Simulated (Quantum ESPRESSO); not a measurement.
# Si (Fd-3m) in Quantum ESPRESSO: a series of runs

The runs below take Si through phonons, with LDA, PBE.

Program: Quantum ESPRESSO 7.5. These are calculated values, not measurements. Logs are shortened: lines on timing, memory, paths and dates and some standing lists are left out, and cuts for length are marked.

## (1) The crystal as given

It takes space group Fd-3m (No. 227, cubic). The conventional cell has a = 5.430 Å, b = 5.430 Å, c = 5.430 Å, α = 90.00°, β = 90.00°, γ = 90.00°. Si (site symmetry -43m) is surrounded by 4 Si at 2.35 Å.

## (2) Phonons, LDA

pw.in reads:

```
&CONTROL
  calculation = 'scf'
  prefix = 'pwscf'
  outdir = './tmp'
  pseudo_dir = './pseudo'
  tprnfor = .true.
  tstress = .true.
  disk_io = 'low'
/
&SYSTEM
  ibrav = 0
  nat = 2
  ntyp = 1
  ecutwfc = 45
  ecutrho = 360
  nbnd = 9
  occupations = 'smearing'
  smearing = 'fd'
  degauss = 0.00367493
/
&ELECTRONS
  conv_thr = 4d-10
  electron_maxstep = 120
  mixing_beta = 0.5
/
ATOMIC_SPECIES
Si    28.0850 si_lda_v1.uspp.F.UPF
CELL_PARAMETERS angstrom
   0.0000000000    2.7150000000    2.7150000000
   2.7150000000    0.0000000000    2.7150000000
   2.7150000000    2.7150000000    0.0000000000
ATOMIC_POSITIONS crystal
Si     0.0000000000    0.0000000000    0.0000000000
Si     0.2500000000    0.2500000000    0.2500000000
K_POINTS automatic
8 8 8 0 0 0
```

relax.in reads:

```
&CONTROL
  calculation = 'vc-relax'
  prefix = 'pwscf'
  outdir = './tmp'
  pseudo_dir = './pseudo'
  tprnfor = .true.
  tstress = .true.
  disk_io = 'low'
  nstep = 40
  forc_conv_thr = 0.0001
  etot_conv_thr = 1d-06
/
&SYSTEM
  ibrav = 0
  nat = 2
  ntyp = 1
  ecutwfc = 45
  ecutrho = 360
  nbnd = 9
  occupations = 'smearing'
  smearing = 'fd'
  degauss = 0.00367493
/
&ELECTRONS
  conv_thr = 4d-10
  electron_maxstep = 120
  mixing_beta = 0.5
/
&IONS
  ion_dynamics = 'bfgs'
/
&CELL
  cell_dynamics = 'bfgs'
  press = 0
  press_conv_thr = 0.2
/
ATOMIC_SPECIES
Si    28.0850 si_lda_v1.uspp.F.UPF
CELL_PARAMETERS angstrom
   0.0000000000    2.7150000000    2.7150000000
   2.7150000000    0.0000000000    2.7150000000
   2.7150000000    2.7150000000    0.0000000000
ATOMIC_POSITIONS crystal
Si     0.0000000000    0.0000000000    0.0000000000
Si     0.2500000000    0.2500000000    0.2500000000
K_POINTS automatic
8 8 8 0 0 0
```

scf2.in reads:

```
&CONTROL
  calculation = 'scf'
  prefix = 'pwscf'
  outdir = './tmp'
  pseudo_dir = './pseudo'
  tprnfor = .true.
  tstress = .true.
  disk_io = 'low'
/
&SYSTEM
  ibrav = 0
  nat = 2
  ntyp = 1
  ecutwfc = 45
  ecutrho = 360
  nbnd = 9
  occupations = 'fixed'
/
&ELECTRONS
  conv_thr = 1d-13
  electron_maxstep = 120
  mixing_beta = 0.5
  startingpot = 'file'
  startingwfc = 'file'
/
ATOMIC_SPECIES
Si    28.0850 si_lda_v1.uspp.F.UPF
CELL_PARAMETERS angstrom
   0.0000000000    2.7002513927    2.7002513927
   2.7002513927    0.0000000000    2.7002513927
   2.7002513927    2.7002513927    0.0000000000
ATOMIC_POSITIONS crystal
Si     0.0000000000    0.0000000000    0.0000000000
Si     0.2500000000    0.2500000000    0.2500000000
K_POINTS automatic
8 8 8 0 0 0
```

ph.in reads:

```
phonons of Si
&INPUTPH
  prefix = 'pwscf'
  outdir = './tmp'
  tr2_ph = 1d-18
  fildyn = 'dyn'
  niter_ph = 90
  alpha_mix(1) = 0.7
  epsil = .true.
/
0.0000000000 0.0000000000 0.0000000000
```

dynmat.in reads:

```
&INPUT
  fildyn = 'dyn'
  asr = 'crystal'
  lperm = .true.
  filout = 'dynmat.disp'
  fileig = 'dynmat.eig'
/
```

dynmat_lo.in reads:

```
&INPUT
  fildyn = 'dyn'
  asr = 'crystal'
  filout = 'dynmat_lo.disp'
  fileig = 'dynmat_lo.eig'
  q(1) = 0
  q(2) = 0
  q(3) = 1
/
```

Potentials or basis: GBRV 1.5 LDA.

Command:

```console
> OMP_NUM_THREADS=1 pw.x -in pw.in > pw.out
> OMP_NUM_THREADS=1 pw.x -in relax.in > relax.out
> OMP_NUM_THREADS=1 pw.x -in scf2.in > scf2.out
> OMP_NUM_THREADS=1 ph.x -in ph.in > ph.out
> OMP_NUM_THREADS=1 dynmat.x -in dynmat.in > dynmat.out
> OMP_NUM_THREADS=1 dynmat.x -in dynmat_lo.in > dynmat_lo.out
```

pw.out:

```text
This program is part of the open-source Quantum ESPRESSO suite
     for quantum simulation of materials; please cite
[... 9 lines left out ...]
     --------------------
     sticks:   dense  smooth     PW     G-vecs:    dense   smooth      PW
     Sum        1285     649    199                30923    11017    1917

     Using Slab Decomposition

     bravais-lattice index     =            0
     lattice parameter (alat)  =       7.2558  a.u.
     unit-cell volume          =     270.1072 (a.u.)^3
     number of atoms/cell      =            2
     number of atomic types    =            1
     number of electrons       =         8.00
     number of Kohn-Sham states=            9
     kinetic-energy cutoff     =      45.0000  Ry
     charge density cutoff     =     360.0000  Ry
     scf convergence threshold =      4.0E-10
     mixing beta               =       0.5000
     number of iterations used =            8  plain     mixing
     Exchange-correlation= SLA  PZ   NOGX NOGC
                           (   1   1   0   0   0   0   0)

     celldm(1)=   7.255773  celldm(2)=   0.000000  celldm(3)=   0.000000
     celldm(4)=   0.000000  celldm(5)=   0.000000  celldm(6)=   0.000000

     crystal axes: (cart. coord. in units of alat)
               a(1) = (   0.000000   0.707107   0.707107 )
               a(2) = (   0.707107   0.000000   0.707107 )
               a(3) = (   0.707107   0.707107   0.000000 )

     reciprocal axes: (cart. coord. in units 2 pi/alat)
               b(1) = ( -0.707107  0.707107  0.707107 )
               b(2) = (  0.707107 -0.707107  0.707107 )
               b(3) = (  0.707107  0.707107 -0.707107 )

     PseudoPot. # 1 for Si read from file:
     si_lda_v1.uspp.F.UPF
     Pseudo is Ultrasoft + core correction, Zval =  4.0
     Generated by new atomic code, or converted to UPF format
     Using radial grid of  899 points,  6 beta functions with:
                l(1) =   0
                l(2) =   0
                l(3) =   1
                l(4) =   1
                l(5) =   2
                l(6) =   2
     Q(r) pseudized with  8 coefficients,  rinner =    0.900   0.900   0.900
                                                       0.900   0.900

     atomic species   valence    mass     pseudopotential
     Si                4.00    28.08500     Si( 1.00)

     48 Sym. Ops., with inversion, found (24 have fractional translation)

   Cartesian axes

     site n.     atom                  positions (alat units)
         1        Si     tau(   1) = (   0.0000000   0.0000000   0.0000000  )
         2        Si     tau(   2) = (   0.3535534   0.3535534   0.3535534  )

     number of k points=    29  Fermi-Dirac smearing, width (Ry)=  0.0037
                       cart. coord. in units 2pi/alat
        k(    1) = (   0.0000000   0.0000000   0.0000000), wk =   0.0039062
        k(    2) = (   0.0883883   0.0883883  -0.0883883), wk =   0.0312500
        k(    3) = (   0.1767767   0.1767767  -0.1767767), wk =   0.0312500
        k(    4) = (   0.2651650   0.2651650  -0.2651650), wk =   0.0312500
        k(    5) = (  -0.3535534  -0.3535534   0.3535534), wk =   0.0156250
        k(    6) = (   0.1767767   0.0000000   0.0000000), wk =   0.0234375
[... 21 lines left out ...]
        k(   28) = (  -0.7071068   0.1767767  -0.0000000), wk =   0.0468750
        k(   29) = (  -0.7071068   0.3535534   0.0000000), wk =   0.0234375

     Dense  grid:    30923 G-vectors     FFT dimensions: (  48,  48,  48)

     Smooth grid:    11017 G-vectors     FFT dimensions: (  32,  32,  32)

     Initial potential from superposition of free atoms

     starting charge       7.9988, renormalised to       8.0000
     Starting wfcs are    8 randomized atomic wfcs +    1 random wfcs

     Self-consistent Calculation

     iteration #  1     ecut=    45.00 Ry     beta= 0.50
     Davidson diagonalization with overlap
     ethr =  1.00E-02,  avg # of iterations =  4.9

     Threshold (ethr) on eigenvalues was too large:
     Diagonalizing with lowered threshold

     Davidson diagonalization with overlap
     ethr =  7.06E-04,  avg # of iterations =  1.3

     total energy              =     -19.26018705 Ry
     estimated scf accuracy    <       0.05835802 Ry
[... 36 lines left out ...]
     iteration #  7     ecut=    45.00 Ry     beta= 0.50
     Davidson diagonalization with overlap
     ethr =  3.69E-11,  avg # of iterations =  2.8

     End of self-consistent calculation

          k = 0.0000 0.0000 0.0000 (  1411 PWs)   bands (ev):

    -5.9537   6.0131   6.0131   6.0131   8.5407   8.5407   8.5407   9.1993
    13.6853

          k = 0.0884 0.0884-0.0884 (  1387 PWs)   bands (ev):
[... 16 lines left out ...]
    -3.6162  -0.9830   4.8162   4.8162   7.4356   9.3128   9.3128  13.5319
    17.1459

          k = 0.1768 0.0000 0.0000 (  1387 PWs)   bands (ev):

    -5.6807   4.6598   5.2032   5.2032   7.9641   9.6792   9.6792  10.2645
    12.4759

          k = 0.2652 0.0884-0.0884 (  1370 PWs)   bands (ev):
[... 21 lines left out ...]
    -4.7027   1.3686   3.6846   5.2406   8.6444   9.6499   9.8034  12.1921
    12.4587

          k = 0.0000-0.1768 0.1768 (  1375 PWs)   bands (ev):

    -5.4132   3.3114   4.3704   5.7218   8.9801   9.0992   9.3044  11.4442
    12.3359

          k = 0.3536 0.0000 0.0000 (  1355 PWs)   bands (ev):

    -4.8716   2.4790   4.1197   4.1197   7.0581   9.0528  11.7177  11.7177
    13.9314

          k = 0.4419 0.0884-0.0884 (  1375 PWs)   bands (ev):
[... 11 lines left out ...]
    -3.0271  -0.6430   1.9916   4.1255   7.7675  11.3807  11.4468  12.8821
    13.9018

          k = 0.0000-0.3536 0.3536 (  1368 PWs)   bands (ev):

    -3.9082   0.5197   2.2318   4.6854   8.3806  10.7566  11.0568  12.0336
    12.4316

          k = 0.5303-0.0000 0.0000 (  1363 PWs)   bands (ev):

    -3.5592   0.2578   3.4034   3.4034   6.5313   7.4528  13.9765  13.9765
    16.5517

          k =-0.0884-0.6187 0.6187 (  1368 PWs)   bands (ev):

    -2.6615  -0.8244   2.5579   3.3276   6.8091   7.8922  14.2106  14.2638
    16.6485

          k = 0.0000-0.5303 0.5303 (  1360 PWs)   bands (ev):

    -2.2191  -1.2221   1.6795   3.5858   7.1197  10.0598  13.4153  13.9281
    14.1125

          k =-0.7071 0.0000 0.0000 (  1362 PWs)   bands (ev):

    -1.8103  -1.8103   3.1579   3.1579   6.6213   6.6213  15.9887  15.9887
    16.9452

          k = 0.3536 0.1768 0.0000 (  1371 PWs)   bands (ev):

    -4.6238   1.7086   3.2804   4.5803   8.3912   9.8288  10.1386  11.4558
    13.7392

          k =-0.2652-0.4419 0.6187 (  1379 PWs)   bands (ev):
[... 16 lines left out ...]
    -2.4827  -0.9270   1.9234   3.0368   8.3177  10.2122  11.2136  13.3639
    14.3393

          k = 0.0000-0.3536 0.5303 (  1375 PWs)   bands (ev):

    -2.8332  -0.5646   1.7544   3.4151   8.8004  10.4835  11.1441  12.9584
    13.8006

          k =-0.7071 0.1768-0.0000 (  1370 PWs)   bands (ev):

    -1.7309  -1.7309   2.5772   2.5772   7.8969   7.8969  13.7728  13.7729
    16.4968

          k =-0.7071 0.3536 0.0000 (  1384 PWs)   bands (ev):

    -1.6433  -1.6433   2.1328   2.1328  10.2005  10.2005  10.9382  10.9382
    16.4975

     the Fermi energy is     6.2513 ev

!    total energy              =     -19.26009271 Ry
     estimated scf accuracy    <          2.3E-11 Ry
     smearing contrib. (-TS)   =      -0.00000482 Ry
     internal energy E=F+TS    =     -19.26008790 Ry

     The total energy is F=E-TS. E is the sum of the following terms:
     one-electron contribution =       5.04510179 Ry
     hartree contribution      =       1.11468364 Ry
     xc contribution           =      -8.62092959 Ry
     ewald contribution        =     -16.79894373 Ry

     convergence has been achieved in   7 iterations

     Forces acting on atoms (cartesian axes, Ry/au):

     atom    1 type  1   force =    -0.00000000    0.00000000    0.00000000
     atom    2 type  1   force =    -0.00000000   -0.00000000    0.00000000

     Total force =     0.000000     Total SCF correction =     0.000000

     Computing stress (Cartesian axis) and pressure

          total   stress  (Ry/bohr**3)                   (kbar)     P=      -15.26
  -0.00010376  -0.00000000  -0.00000000          -15.26       -0.00       -0.00
  -0.00000000  -0.00010376  -0.00000000           -0.00      -15.26       -0.00
  -0.00000000  -0.00000000  -0.00010376           -0.00       -0.00      -15.26

=------------------------------------------------------------------------------=
   JOB DONE.
=------------------------------------------------------------------------------=
```

relax.out:

```text
This program is part of the open-source Quantum ESPRESSO suite
     for quantum simulation of materials; please cite
[... 9 lines left out ...]
     --------------------
     sticks:   dense  smooth     PW     G-vecs:    dense   smooth      PW
     Sum        1285     649    199                30923    11017    1917
[... 1412 lines left out ...]
  -0.00000000   0.00000000   0.00000000           -0.00        0.00        0.00
   0.00000000  -0.00000000   0.00000000            0.00       -0.00        0.00
   0.00000000   0.00000000  -0.00000000            0.00        0.00       -0.00

=------------------------------------------------------------------------------=
   JOB DONE.
=------------------------------------------------------------------------------=
```

It took 2.1 min on 1 thread of AMD EPYC 7R43 (Zen 3), shared host; peak memory 0.15 GiB.

What came out:

```
Free energy                             : -262.0500 eV
Relaxed volume                          : 19.69 Å³/atom
Relaxed cell                            : a = 3.819 Å, b = 3.819 Å, c = 3.819 Å, α = 60.00°, β = 60.00°, γ = 60.00°
Space group after relaxing (to 0.05 Å)  : Fd-3m (No. 227)
Pressure after relaxing                 : 0.0 GPa
Band gap on the k mesh                  : 0.49 eV, indirect (least direct gap 2.53 eV)
Electronic dielectric tensor (diagonal) : 14.54
Born charges (mean of the diagonal)     : Si -0.10 e
Highest phonon frequency at Γ           : 514 cm⁻¹
Static dielectric tensor (diagonal)     : 14.54
```

The path:
```tsv
step	energy change (eV)	largest force (eV/Å)	pressure (GPa)	volume (Å³)
1	0.0000	0.0000	-1.53	40.03
2	-0.0023	0.0000	-0.81	39.72
3	-0.0031	0.0000	0.02	39.37
4	-0.0031	0.0000	0.00	39.38
```

Final structure:
```cif
data_structure
_symmetry_space_group_name_H-M 'P 1'
_symmetry_Int_Tables_number 1
_cell_length_a 3.8187
_cell_length_b 3.8187
_cell_length_c 3.8187
_cell_angle_alpha 60.000
_cell_angle_beta 60.000
_cell_angle_gamma 60.000
_cell_volume 39.38
loop_
_atom_site_label
_atom_site_type_symbol
_atom_site_fract_x
_atom_site_fract_y
_atom_site_fract_z
_atom_site_occupancy
Si1 Si 0.00000 0.00000 0.00000 1
Si2 Si 0.25000 0.25000 0.25000 1
```

Phonon frequencies in cm⁻¹ (negative: imaginary):
```csv
q point,frequencies
"(0.000, 0.000, 0.000)",-8 -8 -8 514 514 514
```

Electronic dielectric tensor:
```
14.54  0.00  0.00
 0.00 14.54  0.00
 0.00  0.00 14.54
```

Born effective charge tensors (e):
atom 1, Si
```
-0.10  0.00  0.00
 0.00 -0.10  0.00
 0.00  0.00 -0.10
```
atom 2, Si
```
-0.10  0.00  0.00
 0.00 -0.10  0.00
 0.00  0.00 -0.10
```

Optical modes at Γ, degenerate ones joined, polar ones without the macroscopic field:
```csv
cm⁻¹,components,symmetry,active in,"IR intensity, summed ((D/Å)²/amu)"
514,3,T2g,Raman,0.00
```

Static dielectric tensor, electrons and zone-centre modes:
```
14.54  0.00  0.00
 0.00 14.54  0.00
 0.00  0.00 14.54
```

Caveat: the mesh is thin for the dielectric tensor, Born charges and intensities, which usually come out too large; the gap is small at this level, which inflates the dielectric constant; the gap on the mesh is small and may close between mesh points, in which case fixed occupations spoil the response; on a mesh that holds Γ this program's dielectric tensor can be off by some percent beyond the error of the mesh; the Born charges break their sum rule by 0.19 e, a sign of too thin a mesh.

(Continued in part 2 of 2.)
